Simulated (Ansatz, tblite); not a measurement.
**BMe2Br (C2H6BBr): one state, many levels**

Aim: run the singlet of BMe2Br (C2H6BBr) at one geometry on many levels, and compare frontier levels, spin and run time.

Method: as each input shows; program: Ansatz 0.2.0, Gaussian basis.

Levels to be run: GFN1-xTB, GFN2-xTB, PBE-D4/def2-TZVP, r2SCAN-D4/def2-TZVP, CAM-B3LYP-D4/def2-TZVP, BLYP-D4/def2-TZVP, B3LYP-D4/def2-TZVP, LC-ωPBE/def2-TZVP, B2PLYP/def2-TZVP, r2SCANh-D4/def2-TZVP, PBE-QIDH/def2-TZVP, PBE+5HF/def2-TZVP, PBE+10HF/def2-TZVP, PBE+15HF/def2-TZVP, PBE+35HF/def2-TZVP, PBE+50HF/def2-TZVP, PBE-D4/def2-SVP, PBE0-D4/def2-SVP, HF/STO-3G, PBE0-D4/def2-TZVPD, PBE-D4/def2-TZVPD, r2SCAN-D4/def2-TZVPD, CCSD(T)/def2-TZVPP, MP2/def2-TZVP, RPA/def2-TZVP.

### Step 1. The relaxed structure

The geometry is that of the singlet, from an earlier relaxation (PBE0-D4/def2-SVP).

10 atoms, charge 0, spin multiplicity 1.

Bond lengths: B1–C2 1.562 Å, B1–C6 1.562 Å, B1–Br10 1.934 Å, C2–H3 1.108 Å, C2–H4 1.102 Å, C2–H5 1.098 Å, C6–H7 1.108 Å, C6–H8 1.101 Å, C6–H9 1.099 Å. Angles: C2–B1–C6 123.8°, C2–B1–Br10 118.1°, C6–B1–Br10 118.1°, B1–C2–H3 106.3°, B1–C2–H4 112.3°, B1–C2–H5 114.6°, H3–C2–H4 106.1°, H3–C2–H5 106.9°, H4–C2–H5 110.1°, B1–C6–H7 106.4°, B1–C6–H8 112.4°, B1–C6–H9 114.5°, H7–C6–H8 106.2°, H7–C6–H9 106.8°, H8–C6–H9 110.1°.

Geometry (Å):

```xyz
10
charge 0, multiplicity 1
B    -0.25845   -0.44376    0.00003
C     1.30177   -0.50379    0.03262
H     1.59308   -0.44606    1.09989
H     1.76343    0.36855   -0.45684
H     1.73239   -1.43235   -0.36607
C    -1.07696    0.88610   -0.03205
H    -1.19599    1.15326   -1.10032
H    -0.53552    1.72353    0.43544
H    -2.08842    0.80803    0.38966
Br   -1.23531   -2.11349   -0.00235
```

PBE0-D4/def2-TZVP was run before; its log isn't repeated, and its numbers join the tables.

### Step 2. GFN1-xTB

Tight binding, by tblite at 300 K electronic temperature and without a spin-polarisation term:

```python
tblite.interface.Calculator('GFN1-xTB', numbers, positions, charge=0, uhf=0).singlepoint()
```

Energy -348.3843 eV, HOMO -11.33 eV, LUMO -7.00 eV; 0.007 s.

### Step 3. GFN2-xTB

Tight binding, by tblite at 300 K electronic temperature and without a spin-polarisation term:

```python
tblite.interface.Calculator('GFN2-xTB', numbers, positions, charge=0, uhf=0).singlepoint()
```

Energy -345.1410 eV, HOMO -10.88 eV, LUMO -6.91 eV; 0.004 s.

### Step 4. PBE-D4/def2-TZVP

start.molden holds the orbitals of an earlier run on this state, given as this run's starting guess.

The input, in.yaml:

```yaml
crystal:
  periodic: [false, false, false]
  atoms:
    - {symbol: B, position_ang: [-0.258453, -0.443759, 0.000027]}
    - {symbol: C, position_ang: [1.301772, -0.503789, 0.032622]}
    - {symbol: H, position_ang: [1.593077, -0.446061, 1.099894]}
    - {symbol: H, position_ang: [1.763429, 0.368546, -0.456842]}
    - {symbol: H, position_ang: [1.732395, -1.432352, -0.366070]}
    - {symbol: C, position_ang: [-1.076958, 0.886098, -0.032051]}
    - {symbol: H, position_ang: [-1.195995, 1.153261, -1.100323]}
    - {symbol: H, position_ang: [-0.535523, 1.723528, 0.435436]}
    - {symbol: H, position_ang: [-2.088420, 0.808027, 0.389660]}
    - {symbol: Br, position_ang: [-1.235314, -2.113489, -0.002353]}
basis:
  gaussian: {orbitals: def2-TZVP, initial_orbitals: start.molden}
hamiltonian: {xc: pbe, dispersion: d4}
scf: {omitted_lower_state_checks: [starts]}
output: {forces: true, orbitals: {seedname: orbitals}}
```

Launch:

```sh
$ ansatz run in.yaml --threads 4 --pin off --events-out ev --progress --plain --max-ram 3916MiB
```

Standard output, cut to the lines that bear on the results:

```text
Functional definition: PBE
  name "PBE"
  cite "Perdew, Burke & Ernzerhof, Phys. Rev. Lett. 77, 3865 (1996) doi:10.1103/PhysRevLett.77.3865"
  parent pbe
[...]
1169 factors; their error is unknown
[...]
mean field -72882.15962507 eV, -2678.3699649190 hartree, gradient 1.1e-5 eV, S^2 0.000000; 0 other end points of the search recorded, 0 dependent functions left out
[...]
reference -72882.15966455 eV, -2678.3699663699 hartree; 29, 29 occupied and 148, 148 virtual orbitals, 1169 factors
Total energy: -72882.34554237 eV, -2678.3767972539 hartree
Atom 0 at    -0.258453    -0.443759     0.000027 Å, force     0.107104     0.181796    -0.003580 eV/Å
Atom 1 at     1.301772    -0.503789     0.032622 Å, force    -0.030337    -0.016772     0.005551 eV/Å
Atom 2 at     1.593077    -0.446061     1.099894 Å, force     0.034388    -0.004517    -0.030351 eV/Å
Atom 3 at     1.763429     0.368546    -0.456842 Å, force     0.002385    -0.028670     0.020221 eV/Å
Atom 4 at     1.732395    -1.432352    -0.366070 Å, force     0.004429     0.041882     0.021712 eV/Å
Atom 5 at    -1.076958     0.886098    -0.032051 Å, force    -0.004326    -0.041534     0.000867 eV/Å
Atom 6 at    -1.195995     1.153261    -1.100323 Å, force    -0.019022     0.029120     0.025510 eV/Å
Atom 7 at    -0.535523     1.723528     0.435436 Å, force    -0.023701    -0.008982    -0.017807 eV/Å
Atom 8 at    -2.088420     0.808027     0.389660 Å, force     0.033202     0.025371    -0.022933 eV/Å
Atom 9 at    -1.235314    -2.113489    -0.002353 Å, force    -0.104122    -0.177692     0.000810 eV/Å
Dipole moment:     0.174345     0.299180     0.000243 e Å
Checks for a lower state left out: starts
```

Run time: 1.9 s. Hardware: 4 threads of Arm Neoverse V2, shared host.

Report: HOMO -6.58 eV, LUMO -1.85 eV.

### Step 5. r2SCAN-D4/def2-TZVP

Edit in.yaml of step 4 so:

```diff
@@ -15,4 +15,4 @@
   gaussian: {orbitals: def2-TZVP, initial_orbitals: start.molden}
-hamiltonian: {xc: pbe, dispersion: d4}
+hamiltonian: {xc: r2scan, dispersion: d4}
 scf: {omitted_lower_state_checks: [starts]}
-output: {forces: true, orbitals: {seedname: orbitals}}
+output: {orbitals: {seedname: orbitals}}
```

Launched as before.

Standard output:

```text
Functional definition: r2SCAN
  name "r2SCAN"
  cite "Furness, Kaplan, Ning, Perdew & Sun, J. Phys. Chem. Lett. 11, 8208 (2020) doi:10.1021/acs.jpclett.0c02405"
  cite "Furness, Kaplan, Ning, Perdew & Sun, J. Phys. Chem. Lett. 11, 9248 (2020) doi:10.1021/acs.jpclett.0c03077"
  parent r2scan
  parameter k0 = 0.174
  parameter k1 = 0.065
  parameter a1 = 4.9479
  exchange = r2scan_x(k0 = k0, k1 = k1, a1 = a1)
  correlation = r2scan_c
these checks for a lower state are left out or cut short: starts
1169 factors; their error is unknown
mean field evaluation 1: about -72894.8359 eV, gradient 7.1e0 eV
mean field evaluation 2: about -72894.8685 eV, gradient 4.2e-2 eV
mean field evaluation 4: about -72894.8243 eV, gradient 2.3e-4 eV
mean field -72894.82426735 eV, -2678.8353819386 hartree, gradient 1.4e-5 eV, S^2 0.000000; 0 other end points of the search recorded, 0 dependent functions left out
reference -72894.82427842 eV, -2678.8353823453 hartree; 29, 29 occupied and 148, 148 virtual orbitals, 1169 factors
Total energy: -72894.86948870 eV, -2678.8370437926 hartree
Checks for a lower state left out: starts
```

It took 3.3 s on 4 threads of Arm Neoverse V2, shared host.

From the report: HOMO -6.88 eV, LUMO -1.49 eV.

### Step 6. CAM-B3LYP-D4/def2-TZVP

Edit in.yaml of step 5 so:

```diff
@@ -15,3 +15,3 @@
   gaussian: {orbitals: def2-TZVP, initial_orbitals: start.molden}
-hamiltonian: {xc: r2scan, dispersion: d4}
+hamiltonian: {xc: {name: CAM-B3LYP}, dispersion: d4}
 scf: {omitted_lower_state_checks: [starts]}
```

Same command.

Standard output, cut to the lines that bear on the results:

```text
Functional definition: CAM-B3LYP
  name "CAM-B3LYP"
  cite "Yanai, Tew & Handy, Chem. Phys. Lett. 393, 51 (2004) doi:10.1016/j.cplett.2004.06.011"
  cite "Iikura, Tsuneda, Yanai & Hirao, J. Chem. Phys. 115, 3540 (2001) doi:10.1063/1.1383587"
  cite "Becke, Phys. Rev. A 38, 3098 (1988) doi:10.1103/PhysRevA.38.3098"
  cite "Lee, Yang & Parr, Phys. Rev. B 37, 785 (1988) doi:10.1103/PhysRevB.37.785"
  cite "Vosko, Wilk & Nusair, Can. J. Phys. 58, 1200 (1980) doi:10.1139/p80-159"
[...]
  # Exact exchange under (alpha + beta erf(omega r))/r, Becke's under what is left of 1/r.
[...]
1206 factors; their error is unknown
315 factors; integrals over basis functions are off by at most 1.5e-5 eV
[...]
mean field -72898.67901369 eV, -2678.9770412539 hartree, gradient 1.4e-5 eV, S^2 0.000000; 0 other end points of the search recorded, 0 dependent functions left out
reference -72898.67914087 eV, -2678.9770459276 hartree; 29, 29 occupied and 148, 148 virtual orbitals, 1206 factors
Total energy: -72898.83840146 eV, -2678.9828986462 hartree
Checks for a lower state left out: starts
```

Run time: 2.2 s. Hardware: 4 threads of Arm Neoverse V2, shared host.

HOMO -9.21 eV, LUMO 0.27 eV.

### Step 7. BLYP-D4/def2-TZVP

Edit in.yaml of step 6 so:

```diff
@@ -15,3 +15,3 @@
   gaussian: {orbitals: def2-TZVP, initial_orbitals: start.molden}
-hamiltonian: {xc: {name: CAM-B3LYP}, dispersion: d4}
+hamiltonian: {xc: {name: BLYP}, dispersion: d4}
 scf: {omitted_lower_state_checks: [starts]}
```

The command is unchanged.

Standard output:

```text
Functional definition: BLYP
  name "BLYP"
  cite "Becke, Phys. Rev. A 38, 3098 (1988) doi:10.1103/PhysRevA.38.3098"
  cite "Lee, Yang & Parr, Phys. Rev. B 37, 785 (1988) doi:10.1103/PhysRevB.37.785"
  parameter beta = 0.0042
  parameter a = 0.04918
  parameter b = 0.132
  parameter c = 0.2533
  parameter d = 0.349
  exchange = b88_x(beta = beta)
  correlation = lyp_c(a = a, b = b, c = c, d = d)
these checks for a lower state are left out or cut short: starts
1169 factors; their error is unknown
mean field evaluation 1: about -72895.7707 eV, gradient 1.4e1 eV
mean field evaluation 2: about -72895.9769 eV, gradient 1.9e-1 eV
mean field evaluation 4: about -72895.9284 eV, gradient 4.1e-4 eV
mean field -72895.92841417 eV, -2678.8759585860 hartree, gradient 1.5e-5 eV, S^2 0.000000; 0 other end points of the search recorded, 0 dependent functions left out
reference -72895.92877037 eV, -2678.8759716758 hartree; 29, 29 occupied and 148, 148 virtual orbitals, 1169 factors
Total energy: -72896.33977296 eV, -2678.8910757427 hartree
Checks for a lower state left out: starts
```

Run time: 1.6 s. Hardware: 4 threads of Arm Neoverse V2, shared host.

From the report: HOMO -6.43 eV, LUMO -1.69 eV.

### Step 8. B3LYP-D4/def2-TZVP

Edit in.yaml of step 7 so:

```diff
@@ -15,3 +15,3 @@
   gaussian: {orbitals: def2-TZVP, initial_orbitals: start.molden}
-hamiltonian: {xc: {name: BLYP}, dispersion: d4}
+hamiltonian: {xc: {name: B3LYP}, dispersion: d4}
 scf: {omitted_lower_state_checks: [starts]}
```

Same command.

Standard output, cut to the lines that bear on the results:

```text
Functional definition: B3LYP
  name "B3LYP"
  cite "Stephens, Devlin, Chabalowski & Frisch, J. Phys. Chem. 98, 11623 (1994) doi:10.1021/j100096a001"
  cite "Becke, Phys. Rev. A 38, 3098 (1988) doi:10.1103/PhysRevA.38.3098"
  cite "Lee, Yang & Parr, Phys. Rev. B 37, 785 (1988) doi:10.1103/PhysRevB.37.785"
  cite "Vosko, Wilk & Nusair, Can. J. Phys. 58, 1200 (1980) doi:10.1139/p80-159"
[...]
1206 factors; their error is unknown
[...]
mean field -72898.16613839 eV, -2678.9581934342 hartree, gradient 1.3e-5 eV, S^2 0.000000; 0 other end points of the search recorded, 0 dependent functions left out
reference -72898.16639918 eV, -2678.9582030178 hartree; 29, 29 occupied and 148, 148 virtual orbitals, 1206 factors
Total energy: -72898.46681149 eV, -2678.9692429667 hartree
Checks for a lower state left out: starts
```

It took 2 s on 4 threads of Arm Neoverse V2, shared host.

HOMO -7.62 eV, LUMO -1.08 eV.

### Step 9. LC-ωPBE/def2-TZVP

Edit in.yaml of step 8 so:

```diff
@@ -15,3 +15,3 @@
   gaussian: {orbitals: def2-TZVP, initial_orbitals: start.molden}
-hamiltonian: {xc: {name: B3LYP}, dispersion: d4}
+hamiltonian: {xc: {name: LC-wPBE}}
 scf: {omitted_lower_state_checks: [starts]}
```

Launched as before.

Standard output, cut to the lines that bear on the results:

```text
Functional definition: LC-wPBE
  name "LC-wPBE"
  cite "Vydrov & Scuseria, J. Chem. Phys. 125, 234109 (2006) doi:10.1063/1.2409292"
  cite "Heyd & Scuseria, J. Chem. Phys. 120, 7274 (2004) doi:10.1063/1.1668634"
  cite "Ernzerhof & Perdew, J. Chem. Phys. 109, 3313 (1998) doi:10.1063/1.476928"
  cite "Perdew, Burke & Ernzerhof, Phys. Rev. Lett. 77, 3865 (1996) doi:10.1103/PhysRevLett.77.3865"
  parent pbe
[...]
1169 factors; their error is unknown
387 factors; integrals over basis functions are off by at most 1.9e-5 eV
[...]
mean field -72885.54823271 eV, -2678.4944939532 hartree, gradient 7.6e-6 eV, S^2 0.000000; 0 other end points of the search recorded, 0 dependent functions left out
reference -72885.54823272 eV, -2678.4944939534 hartree; 29, 29 occupied and 148, 148 virtual orbitals, 1169 factors
Total energy: -72885.54823272 eV, -2678.4944939534 hartree
Checks for a lower state left out: starts
```

Wall time 2 s (4 threads of Arm Neoverse V2, shared host).

From the report: HOMO -10.59 eV, LUMO 1.41 eV.

### Step 10. B2PLYP/def2-TZVP

Edit in.yaml of step 9 so:

```diff
@@ -15,4 +15,3 @@
   gaussian: {orbitals: def2-TZVP, initial_orbitals: start.molden}
-hamiltonian: {xc: {name: LC-wPBE}}
+hamiltonian: {xc: {name: B2PLYP}}
 scf: {omitted_lower_state_checks: [starts]}
-output: {orbitals: {seedname: orbitals}}
```

Launched as before.

Standard output, cut to the lines that bear on the results:

```text
Functional definition: B2PLYP
  name "B2PLYP"
  cite "Grimme, J. Chem. Phys. 124, 034108 (2006) doi:10.1063/1.2148954"
  cite "Becke, Phys. Rev. A 38, 3098 (1988) doi:10.1103/PhysRevA.38.3098"
  cite "Lee, Yang & Parr, Phys. Rev. B 37, 785 (1988) doi:10.1103/PhysRevB.37.785"
[...]
1213 factors; integrals over basis functions are off by at most 1.4e-3 eV
[...]
mean field -72877.32406641 eV, -2678.1922614163 hartree, gradient 2.6e-6 eV, S^2 0.000000; 0 other end points of the search recorded, 0 dependent functions left out
12 core orbitals not correlated: weight in the atoms' cores, before any rotation towards them, 1.000 or more for the frozen orbitals, at most 0.000 for the correlated occupied ones
reference -72877.32423030 eV, -2678.1922674389 hartree; 17, 17 occupied and 148, 148 virtual orbitals, 1213 factors
second order -23.43103629 eV of doubles, -0.00000000 eV of singles
Total energy: -72883.65061010 eV, -2678.4247576083 hartree
Checks for a lower state left out: starts
```

It took 3.7 s on 4 threads of Arm Neoverse V2, shared host.

### Step 11. r2SCANh-D4/def2-TZVP

Edit in.yaml of step 10 so:

```diff
@@ -15,3 +15,4 @@
   gaussian: {orbitals: def2-TZVP, initial_orbitals: start.molden}
-hamiltonian: {xc: {name: B2PLYP}}
+hamiltonian: {xc: {name: r2SCANh}, dispersion: d4}
 scf: {omitted_lower_state_checks: [starts]}
+output: {orbitals: {seedname: orbitals}}
```

Same command.

Standard output, cut to the lines that bear on the results:

```text
Functional definition: r2SCANh
  name "r2SCANh"
  cite "Bursch, Neugebauer, Ehlert & Grimme, J. Chem. Phys. 156, 134105 (2022) doi:10.1063/5.0086040"
  cite "Furness, Kaplan, Ning, Perdew & Sun, J. Phys. Chem. Lett. 11, 8208 (2020) doi:10.1021/acs.jpclett.0c02405"
  cite "Furness, Kaplan, Ning, Perdew & Sun, J. Phys. Chem. Lett. 11, 9248 (2020) doi:10.1021/acs.jpclett.0c03077"
  parent r2scan
[...]
1184 factors; their error is unknown
[...]
mean field -72894.74101702 eV, -2678.8323225453 hartree, gradient 2.6e-5 eV, S^2 0.000000; 0 other end points of the search recorded, 0 dependent functions left out
reference -72894.74102718 eV, -2678.8323229187 hartree; 29, 29 occupied and 148, 148 virtual orbitals, 1184 factors
Total energy: -72894.78909764 eV, -2678.8340894757 hartree
Checks for a lower state left out: starts
```

Run time: 3.5 s. Hardware: 4 threads of Arm Neoverse V2, shared host.

HOMO -7.35 eV, LUMO -1.16 eV.

### Step 12. PBE-QIDH/def2-TZVP

Edit in.yaml of step 11 so:

```diff
@@ -15,4 +15,3 @@
   gaussian: {orbitals: def2-TZVP, initial_orbitals: start.molden}
-hamiltonian: {xc: {name: r2SCANh}, dispersion: d4}
+hamiltonian: {xc: {name: PBE-QIDH}}
 scf: {omitted_lower_state_checks: [starts]}
-output: {orbitals: {seedname: orbitals}}
```

The command is unchanged.

Standard output, cut to the lines that bear on the results:

```text
Functional definition: PBE-QIDH
  name "PBE-QIDH"
  cite "Brémond, Sancho-García, Pérez-Jiménez & Adamo, J. Chem. Phys. 141, 031101 (2014) doi:10.1063/1.4890314"
  cite "Perdew, Burke & Ernzerhof, Phys. Rev. Lett. 77, 3865 (1996) doi:10.1103/PhysRevLett.77.3865"
[...]
1213 factors; integrals over basis functions are off by at most 1.4e-3 eV
[...]
mean field -72869.07138106 eV, -2677.8889808232 hartree, gradient 1.7e-6 eV, S^2 0.000000; 0 other end points of the search recorded, 0 dependent functions left out
12 core orbitals not correlated: weight in the atoms' cores, before any rotation towards them, 1.000 or more for the frozen orbitals, at most 0.000 for the correlated occupied ones
reference -72869.07139257 eV, -2677.8889812464 hartree; 17, 17 occupied and 148, 148 virtual orbitals, 1213 factors
second order -21.84871002 eV of doubles, -0.00000000 eV of singles
Total energy: -72876.35429591 eV, -2678.1566230076 hartree
Checks for a lower state left out: starts
```

Run time: 3.6 s. Hardware: 4 threads of Arm Neoverse V2, shared host.

### Step 13. PBE+5HF/def2-TZVP

Edit in.yaml of step 12 so:

```diff
@@ -15,3 +15,4 @@
   gaussian: {orbitals: def2-TZVP, initial_orbitals: start.molden}
-hamiltonian: {xc: {name: PBE-QIDH}}
+hamiltonian: {xc: {text: "exchange = 0.95*pbe_x + 0.05*exact_x\ncorrelation = pbe_c"}}
 scf: {omitted_lower_state_checks: [starts]}
+output: {orbitals: {seedname: orbitals}}
```

The command is unchanged.

Standard output:

```text
Functional definition: unnamed
  exchange = 0.95*pbe_x + 0.05*exact_x
  correlation = pbe_c
these checks for a lower state are left out or cut short: starts
1169 factors; their error is unknown
mean field evaluation 1: about -72882.6676 eV, gradient 8.2e0 eV
mean field evaluation 2: about -72882.7216 eV, gradient 6.6e-2 eV
mean field evaluation 4: about -72882.7690 eV, gradient 2.5e-4 eV
mean field -72882.76898200 eV, -2678.3923583734 hartree, gradient 2.0e-5 eV, S^2 0.000000; 0 other end points of the search recorded, 0 dependent functions left out
reference -72882.76901931 eV, -2678.3923597443 hartree; 29, 29 occupied and 148, 148 virtual orbitals, 1169 factors
Total energy: -72882.76901931 eV, -2678.3923597443 hartree
Checks for a lower state left out: starts
```

It took 1.9 s on 4 threads of Arm Neoverse V2, shared host.

HOMO -6.84 eV, LUMO -1.66 eV.

### Step 14. PBE+10HF/def2-TZVP

Edit in.yaml of step 13 so:

```diff
@@ -15,3 +15,3 @@
   gaussian: {orbitals: def2-TZVP, initial_orbitals: start.molden}
-hamiltonian: {xc: {text: "exchange = 0.95*pbe_x + 0.05*exact_x\ncorrelation = pbe_c"}}
+hamiltonian: {xc: {text: "exchange = 0.90*pbe_x + 0.10*exact_x\ncorrelation = pbe_c"}}
 scf: {omitted_lower_state_checks: [starts]}
```

Launched as before.

Standard output:

```text
Functional definition: unnamed
  exchange = 0.90*pbe_x + 0.10*exact_x
  correlation = pbe_c
these checks for a lower state are left out or cut short: starts
1184 factors; their error is unknown
mean field evaluation 1: about -72883.2146 eV, gradient 6.1e0 eV
mean field evaluation 2: about -72883.2446 eV, gradient 3.8e-2 eV
mean field evaluation 4: about -72883.3857 eV, gradient 2.1e-4 eV
mean field -72883.38569461 eV, -2678.4150221439 hartree, gradient 1.6e-5 eV, S^2 0.000000; 0 other end points of the search recorded, 0 dependent functions left out
reference -72883.38572977 eV, -2678.4150234357 hartree; 29, 29 occupied and 148, 148 virtual orbitals, 1184 factors
Total energy: -72883.38572977 eV, -2678.4150234357 hartree
Checks for a lower state left out: starts
```

Run time: 2 s. Hardware: 4 threads of Arm Neoverse V2, shared host.

Report: HOMO -7.09 eV, LUMO -1.47 eV.

### Step 15. PBE+15HF/def2-TZVP

Edit in.yaml of step 14 so:

```diff
@@ -15,3 +15,3 @@
   gaussian: {orbitals: def2-TZVP, initial_orbitals: start.molden}
-hamiltonian: {xc: {text: "exchange = 0.90*pbe_x + 0.10*exact_x\ncorrelation = pbe_c"}}
+hamiltonian: {xc: {text: "exchange = 0.85*pbe_x + 0.15*exact_x\ncorrelation = pbe_c"}}
 scf: {omitted_lower_state_checks: [starts]}
```

The command is unchanged.

Standard output:

```text
Functional definition: unnamed
  exchange = 0.85*pbe_x + 0.15*exact_x
  correlation = pbe_c
these checks for a lower state are left out or cut short: starts
1201 factors; their error is unknown
mean field evaluation 1: about -72883.7616 eV, gradient 4.0e0 eV
mean field evaluation 2: about -72883.7747 eV, gradient 1.6e-2 eV
mean field evaluation 4: about -72884.0098 eV, gradient 2.0e-4 eV
mean field -72884.00984251 eV, -2678.4379591559 hartree, gradient 1.2e-5 eV, S^2 0.000000; 0 other end points of the search recorded, 0 dependent functions left out
reference -72884.00987553 eV, -2678.4379603695 hartree; 29, 29 occupied and 148, 148 virtual orbitals, 1201 factors
Total energy: -72884.00987553 eV, -2678.4379603695 hartree
Checks for a lower state left out: starts
```

Wall time 2.2 s (4 threads of Arm Neoverse V2, shared host).

Report: HOMO -7.35 eV, LUMO -1.27 eV.

### Step 16. PBE+35HF/def2-TZVP

Edit in.yaml of step 15 so:

```diff
@@ -15,3 +15,3 @@
   gaussian: {orbitals: def2-TZVP, initial_orbitals: start.molden}
-hamiltonian: {xc: {text: "exchange = 0.85*pbe_x + 0.15*exact_x\ncorrelation = pbe_c"}}
+hamiltonian: {xc: {text: "exchange = 0.65*pbe_x + 0.35*exact_x\ncorrelation = pbe_c"}}
 scf: {omitted_lower_state_checks: [starts]}
```

The command is unchanged.

Standard output:

```text
Functional definition: unnamed
  exchange = 0.65*pbe_x + 0.35*exact_x
  correlation = pbe_c
these checks for a lower state are left out or cut short: starts
1296 factors; their error is unknown
mean field evaluation 1: about -72885.9496 eV, gradient 4.3e0 eV
mean field evaluation 2: about -72885.9643 eV, gradient 2.0e-2 eV
mean field evaluation 4: about -72886.5737 eV, gradient 2.7e-4 eV
mean field -72886.57368692 eV, -2678.5321787002 hartree, gradient 2.6e-5 eV, S^2 0.000000; 0 other end points of the search recorded, 0 dependent functions left out
reference -72886.57371167 eV, -2678.5321796098 hartree; 29, 29 occupied and 148, 148 virtual orbitals, 1296 factors
Total energy: -72886.57371167 eV, -2678.5321796098 hartree
Checks for a lower state left out: starts
```

It took 2.1 s on 4 threads of Arm Neoverse V2, shared host.

Report: HOMO -8.38 eV, LUMO -0.50 eV.

(Part 1 of 2 ends here.)
